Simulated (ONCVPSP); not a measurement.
**Pseudopotential generation for Os: ONCV, LDA (Perdew-Wang 92)**

Do these settings give a usable potential? It is generated, then checked for transferability, scattering, ghosts and hardness.

Method: ONCVPSP 4.0.1, LDA (Perdew-Wang 92), scalar-relativistic.

## Step 1: The atom and the settings

The settings as typed:

```
element                 : osmium (Os, Z = 76)
type                    : optimised norm-conserving Vanderbilt (ONCV)
frozen core             : [Kr] 4d10
valence charge          : 30
reference configuration : 4f14 5s2 5p6 5d6 (charge +2)
partial waves           : 5s: rc 1.05 bohr, ncon 4, nbas 9, qcut 5.4 1/bohr, 1 projector; 5p: rc 1.10 bohr, ncon 4, nbas 7, qcut 8.2 1/bohr, 1 projector; 5d: rc 2.05 bohr, ncon 4, nbas 9, qcut 6.9 1/bohr, 2 projectors, debl 3 Ha; 4f: rc 0.95 bohr, ncon 5, nbas 9, qcut 20.5 1/bohr, 1 projector
local potential         : polynomial inside 0.80 bohr (lpopt 4, dvloc0 1 Ha)
core correction         : not asked for
```

The nodes and maxima of the atom's own shells, from an earlier all-electron run, set the scale for the radii.

All-electron outer shells of the reference configuration (LDA (PZ), scalar-relativistic, ld1.x):

| shell | level (eV) | outermost node (bohr) | outermost maximum (bohr) |
| --- | --- | --- | --- |
| 5s | -109.10 | 0.51 | 0.91 |
| 4f | -69.57 | – | 0.40 |
| 5p | -68.33 | 0.55 | 1.03 |
| 5d | -23.23 | 0.60 | 1.34 |
| 6s | -21.18 | 1.20 | 2.33 |
| 6p | -13.94 | 1.41 | 2.88 |

## Step 2: Generation

File Os.dat:

```
# ATOM AND REFERENCE CONFIGURATION
# atsym  z   nc   nv     iexc    psfile
  Os 76.00    9    4  -001012      upf
#
#   n    l    f
    1    0    2.00
    2    0    2.00
    2    1    6.00
    3    0    2.00
    3    1    6.00
    3    2   10.00
    4    0    2.00
    4    1    6.00
    4    2   10.00
    4    3   14.00
    5    0    2.00
    5    1    6.00
    5    2    6.00
#
# PSEUDOPOTENTIAL AND OPTIMIZATION
# lmax
    3
#
#   l,   rc,      ep,       ncon, nbas, qcut
    0    1.05    0.00    4    9    5.40
    1    1.10    0.00    4    7    8.20
    2    2.05    0.00    4    9    6.90
    3    0.95    0.00    5    9   20.50
#
# LOCAL POTENTIAL
# lloc, lpopt,  rc(5),   dvloc0
    4    4    0.80    1.00
#
# VANDERBILT-KLEINMAN-BYLANDER PROJECTORs
# l, nproj, debl
    0    1    1.20
    1    1    1.80
    2    2    3.00
    3    1    0.40
#
# MODEL CORE CHARGE
# icmod, fcfact, rcfact
    0    0.00    0.00
#
# LOG DERIVATIVE ANALYSIS
# epsh1, epsh2, depsh
   -6.00    5.00    0.04
#
# OUTPUT GRID
# rlmax, drl
    6.00    0.01
#
# TEST CONFIGURATIONS
# ncnf
    4
# nvcnf
#   n    l    f
    5
    4    3   14.00
    5    0    2.00
    5    1    6.00
    5    2    6.00
    6    0    2.00
#
    5
    4    3   14.00
    5    0    2.00
    5    1    6.00
    5    2    6.00
    6    0    1.00
#
    4
    4    3   14.00
    5    0    2.00
    5    1    6.00
    5    2    5.00
#
    4
    4    3   14.00
    5    0    2.00
    5    1    6.00
    5    2    7.00
#
```

The run is started by

```sh
oncvpsp.x < Os.dat > Os.out
```

Q: Predict the outcome of this session. Wanted: cutoffs for 1 and 0.1 mHa per electron, occupied waves; bound ghosts; GHOST(+) flags; largest test error; largest phase difference near zero energy, channels read.

**Answer**, as computed:

| quantity | value |
| --- | --- |
| cutoffs for 1 and 0.1 mHa per electron, occupied waves | 210 Ha and 250 Ha |
| bound ghosts | s at -159.51 eV |
| GHOST(+) flags | none at low energy |
| largest test error (AE − PS) | -4.4 meV, for 4f14 5s2 5p6 5d5 (2 tests unsolved) |
| largest phase difference near zero energy, channels read | 0.041 rad |

It has a bound ghost (s), a state that the atom doesn't have, and that rules the file out. The worst unpolarised test, 4f14 5s2 5p6 5d5, is off by 4.4 meV on 29.2 eV; by total energies transferability rates as very good where solved. Atomic tests can pass in spite of a ghost, since they solve only for the levels asked. Of the tests 2 gave no usable energy difference, which is a warning in itself. The potential is very hard: the looser tolerance needs 210 Ha. At the looser tolerance the 5s wave is the slowest; 4f needs 178 Ha. Near zero energy the largest phase difference among the channels read is 0.04 rad, in the p channel. The pseudo curves have a pole with no partner nearby in the atom's: s at -5.81 Ha. All of this concerns the isolated atom, not yet a solid.
